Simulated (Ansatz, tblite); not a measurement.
# C14H6F6S3: rung by rung

An exercise on one series of results from a longer session: the logs are not shown, and one member is left open.

Method: as each input shows; program: Ansatz 0.2.0, Gaussian basis.

Levels to be run: GFN1-xTB, GFN2-xTB, PBE-D4/def2-TZVP, r2SCAN-D4/def2-TZVP, PBE-D4/def2-SVP, PBE0-D4/def2-SVP.

1 further run of the same task is left out (set aside as unsound or not needed).

### The geometry

The singlet was relaxed beforehand with PBE-D4/def2-SVP.

SMILES `FC(F)(F)c1ccc(-c2ccc(-c3ccc(C(F)(F)F)s3)s2)s1`, 29 atoms, charge 0, spin multiplicity 1.

Bond lengths: F1–C2 1.352 Å, C2–F3 1.356 Å, C2–F4 1.356 Å, C2–C5 1.497 Å, C5–C6 1.384 Å, C5–S23 1.738 Å, C6–C7 1.419 Å, C6–H24 1.097 Å, C7–C8 1.395 Å, C7–H25 1.099 Å, C8–C9 1.445 Å, C8–S23 1.751 Å, C9–C10 1.396 Å, C9–S22 1.751 Å, C10–C11 1.413 Å, C10–H26 1.099 Å, C11–C12 1.396 Å, C11–H27 1.098 Å and more. Angles: F1–C2–F3 107.8°, F1–C2–F4 107.8°, F1–C2–C5 110.5°, F3–C2–F4 106.5°, F3–C2–C5 112.0°, F4–C2–C5 112.0°, C2–C5–C6 127.3°, C2–C5–S23 120.8°, C6–C5–S23 111.9°, C5–C6–C7 112.6°, C5–C6–H24 122.6°, C7–C6–H24 124.8°, C6–C7–C8 113.2°, C6–C7–H25 124.0°, C8–C7–H25 122.7°, C7–C8–C9 129.2°, C7–C8–S23 110.7°, C9–C8–S23 120.2° and more.

PBE0-D4/def2-TZVP was run before; its log isn't repeated, and its numbers join the tables.

Set-up of the first run:

Tight binding, by tblite at 300 K electronic temperature and without a spin-polarisation term:

```python
tblite.interface.Calculator('GFN1-xTB', numbers, positions, charge=0, uhf=0).singlepoint()
```

Tight binding, by tblite at 300 K electronic temperature and without a spin-polarisation term:

```python
tblite.interface.Calculator('GFN2-xTB', numbers, positions, charge=0, uhf=0).singlepoint()
```

start.molden holds the orbitals of an earlier run on this state, given as this run's starting guess.

The input, in.yaml:

```yaml
crystal:
  periodic: [false, false, false]
  atoms:
    - {symbol: F, position_ang: [-7.107387, -1.533941, -1.144414]}
    - {symbol: C, position_ang: [-6.537635, -0.670312, -0.274485]}
    - {symbol: F, position_ang: [-7.044620, 0.562955, -0.523383]}
    - {symbol: F, position_ang: [-6.944175, -1.010140, 0.973968]}
    - {symbol: C, position_ang: [-5.046483, -0.699740, -0.406331]}
    - {symbol: C, position_ang: [-4.296654, -1.465250, -1.282326]}
    - {symbol: C, position_ang: [-2.902391, -1.240131, -1.148041]}
    - {symbol: C, position_ang: [-2.588823, -0.299017, -0.166925]}
    - {symbol: C, position_ang: [-1.294443, 0.190744, 0.247008]}
    - {symbol: C, position_ang: [-0.980988, 1.175512, 1.185421]}
    - {symbol: C, position_ang: [0.407820, 1.395103, 1.330199]}
    - {symbol: C, position_ang: [1.186747, 0.584747, 0.502494]}
    - {symbol: C, position_ang: [2.627924, 0.556333, 0.388180]}
    - {symbol: C, position_ang: [3.551019, 1.445792, 0.940728]}
    - {symbol: C, position_ang: [4.895322, 1.122481, 0.626325]}
    - {symbol: C, position_ang: [5.001568, -0.007530, -0.167092]}
    - {symbol: C, position_ang: [6.256492, -0.643841, -0.678333]}
    - {symbol: F, position_ang: [7.331589, 0.115003, -0.367833]}
    - {symbol: F, position_ang: [6.456589, -1.876230, -0.147909]}
    - {symbol: F, position_ang: [6.231977, -0.801921, -2.024852]}
    - {symbol: S, position_ang: [3.445222, -0.692974, -0.524394]}
    - {symbol: S, position_ang: [0.167461, -0.458297, -0.464231]}
    - {symbol: S, position_ang: [-4.044178, 0.305001, 0.597084]}
    - {symbol: H, position_ang: [-4.752746, -2.162191, -1.996891]}
    - {symbol: H, position_ang: [-2.136865, -1.744919, -1.753402]}
    - {symbol: H, position_ang: [-1.748876, 1.721051, 1.751549]}
    - {symbol: H, position_ang: [0.843799, 2.121527, 2.028249]}
    - {symbol: H, position_ang: [3.252037, 2.314186, 1.541934]}
    - {symbol: H, position_ang: [5.770689, 1.696026, 0.957725]}
basis:
  gaussian: {orbitals: def2-TZVP, fitting: {mean_field: def2-universal-jkfit}, initial_orbitals: start.molden}
hamiltonian: {xc: pbe, dispersion: d4}
scf: {omitted_lower_state_checks: [starts]}
output: {orbitals: {seedname: orbitals}}
```

Started as:

```console
ansatz run in.yaml --threads 2 --pin off --events-out ev --progress --plain --max-ram 32768MiB --backend cuda --devices 0, --max-vram 18GiB
```

Steps of the session up to this table: PBE-D4/def2-TZVP; r2SCAN-D4/def2-TZVP; PBE-D4/def2-SVP; PBE0-D4/def2-SVP.

One table of the session follows, with a row left open; its other results are not shown here.

It belongs to the step «Binding energy». 

| level | binding an atom (eV) |
| --- | --- |
| PBE-D4/def2-SVP | 5.363 |
| PBE-D4/def2-TZVP | 5.263 |
| r2SCAN-D4/def2-TZVP | 5.050 |
| PBE0-D4/def2-SVP | ? |
| PBE0-D4/def2-TZVP | 5.088 |

Estimate the missing values for PBE0-D4/def2-SVP.

The run gave: binding an atom (eV): 5.175. In the column «binding an atom (eV)» it lies between PBE0-D4/def2-TZVP (5.088) and PBE-D4/def2-TZVP (5.263).

Limits of these values: Free atoms were run apart at each level; binding is atoms less cluster, divided by the number of atoms, without zero-point or spin-orbit terms.
